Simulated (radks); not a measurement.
# Ne⁺ in [He] 2s2 2p5: an all-electron calculation

The task here is to estimate one member of a computed series from the others.

Method: scalar-relativistic Kohn-Sham, LDA (Slater exchange, Perdew-Wang correlation), spin-polarised, spherical densities, finite nucleus; open shells are filled with parallel spins first. Code: radks (a radial shooting solver on a logarithmic mesh, Libxc functionals) version 1.

**The atom as given**

| Property | Result |
| --- | --- |
| element | neon (Z = 10) |
| charge | +1 |
| electrons | 9 |
| configuration | [He] 2s2 2p5 |
| nuclear rms radius | 3.0055 fm |

The outer shells:

Ne⁺
```
[He] core
2s [↑↓]
2p [↑↓][↑↓][↑ ]
```

The first run:

Input:

```text
Z 10
configuration [He] 2s2 2p5 3s0 3p0
relativity scalar-relativistic
functional lda,pw
spin polarised
nucleus finite rms 3.0055 fm
c 137.035999084
```

Run with:

```console
python run_ks.py task.json out
```

This one command runs every case of the session in turn.

Among the steps run: Self-consistent calculation.

One of the session's tables, all rows but one given; the rest of the session is left out.

It belongs to the step «Orbitals and density». Radial moments (bohr):

```
  level     <r>  outermost maximum (interpolated)  90 % within  nodes
  1s up  0.1587                             0.103        0.284      0
1s down  0.1586                             0.103        0.284      0
  2s up  0.8651                             0.673         1.38      1
2s down       ?                                 ?            ?      ?
  2p up  0.8755                             0.598         1.51      0
2p down  0.8932                             0.604         1.54      0
  3s up   3.461                              2.85         5.29      2
3s down   3.519                              2.90         5.38      2
  3p up   4.626                              3.70         7.24      1
3p down   4.729                              3.79         7.39      1
```

Q: Estimate the row for 2s down from the others.

The run gave: <r>: 0.8730; outermost maximum (interpolated): 0.676; 90 % within: 1.40; nodes: 1. In the column «<r>» it lies between 2s up (0.8651) and 2p up (0.8755).

Caveats from the session: Open shells are spherical and high-spin; term and fine-structure splittings are not resolved.
